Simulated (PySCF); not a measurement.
# CH5B2F: the cost of one run

The runs use PySCF 2.14.0, with density-fitted response routines of our own; the level of theory stands in each step. All values are computed, except where a source is named. Atoms count from 0, in the outputs and in this text.

### 1 Starting geometry

9 atoms, charge 0, multiplicity 1; geometry from: GFN2-xTB. The atoms were then displaced at random by about 0.01 Å, so the start is not that level's minimum.

Bonds of the start (Å): B0–C1 1.54, C1–B2 1.56, B2–F3 1.35, B0–H4 1.19, B0–H5 1.20, C1–H6 1.09, C1–H7 1.09, B2–H8 1.21.

### 2 Optimising the geometry at PBE0-D3(BJ)/def2-SVP

The job: settings as JSON, then the geometry in Å.

```
{"job": {"xc": "PBE0", "basis": "def2-SVP", "d3": "d3bj", "grid": 1, "shake": 0.01, "kind": "geom"}, "charge": 0, "multiplicity": 1}
B     -1.180440     0.221850    -0.456760
C     -0.062460    -0.636710     0.153550
B      1.168390     0.309330     0.348770
F      2.069670     0.480480    -0.640520
H     -1.333930     0.310370    -1.630820
H     -1.913580     0.862140     0.239080
H     -0.346790    -1.044520     1.118150
H      0.234310    -1.434670    -0.525580
H      1.422640     0.914570     1.360400
```

Command:

```
$ OMP_NUM_THREADS=1 python probes_run.py task.json out
```

This one command runs all jobs of the session in turn.

**Question.** How long does this first job take on 1 thread of Arm Neoverse V1, shared host, and how much memory does it need?

About 35 s, with a peak of 0.33 GiB.
